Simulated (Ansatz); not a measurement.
# Ir (hcp type): the cost of one run

Computed with Ansatz 0.2.0 (DFT, PBEsol, PAW with Ansatz's default frozen-core files, scalar-relativistic, unless a step's input says otherwise).

2 further runs of the same task are left out: 2 that didn't finish. Runs told in other sessions of the task aren't counted.

## (1) The system as given

The structure is hexagonal, space group P6_3/mmc (No. 194). The conventional cell has a = 2.745 Å, b = 2.745 Å, c = 4.447 Å, α = 90.00°, β = 90.00°, γ = 120.00°. Ir (site symmetry -6m2) has 12 Ir at 2.73 to 2.74 Å in its first shell of neighbours.

As a file:

```cif
data_structure
_symmetry_space_group_name_H-M 'P6_3/mmc'
_symmetry_Int_Tables_number 194
_cell_length_a 2.7449
_cell_length_b 2.7449
_cell_length_c 4.4467
_cell_angle_alpha 90.000
_cell_angle_beta 90.000
_cell_angle_gamma 120.000
_cell_volume 29.01
loop_
_atom_site_label
_atom_site_type_symbol
_atom_site_symmetry_multiplicity
_atom_site_Wyckoff_symbol
_atom_site_fract_x
_atom_site_fract_y
_atom_site_fract_z
_atom_site_occupancy
Ir1 Ir 2 c 0.33333 0.66667 0.25000 1
```

The file gives the conventional cell by its symmetry; the runs use the cell typed in the input.

Atoms are numbered in the order of the input: Ir1, Ir2.

## (2) Shortest bond scaled by 1, PAW

Input file input.yaml:

```yaml
crystal:
  lattice:
    - [2.7448628762, 0.0, 0.0]
    - [-1.3724314381, 2.3771209807, 0.0]
    - [0.0, 0.0, 4.4466778595]
  atoms:
    - { symbol: Ir, position: [0.3333333333, 0.6666666667, 0.25] }
    - { symbol: Ir, position: [0.6666666667, 0.3333333333, 0.75] }
kpoints:
  mp_grid: { grid: [13, 13, 7] }
scf:
  occupations: { method: fermi_dirac, width: 0.05 }
hamiltonian:
  xc: pbesol
  pseudopotentials: { kind: paw }
output:
  forces: true
  stress: true
  eigenvalues: true
  populations: true
  write_density: true
  write_potential: true
  elf: true
  volumetric_format: npy
```

Command:

```console
ansatz run input.yaml --threads 1 --pin off --max-ram 2048MiB --backend cpu --events-out ev --progress --plain --runs-dir out
```

**Question.** How long does this run take on 1 thread of AMD EPYC 9R45 (Zen 5), shared host, and how much memory does it need?

About 1.1 s, with a peak of 0.38 GiB.
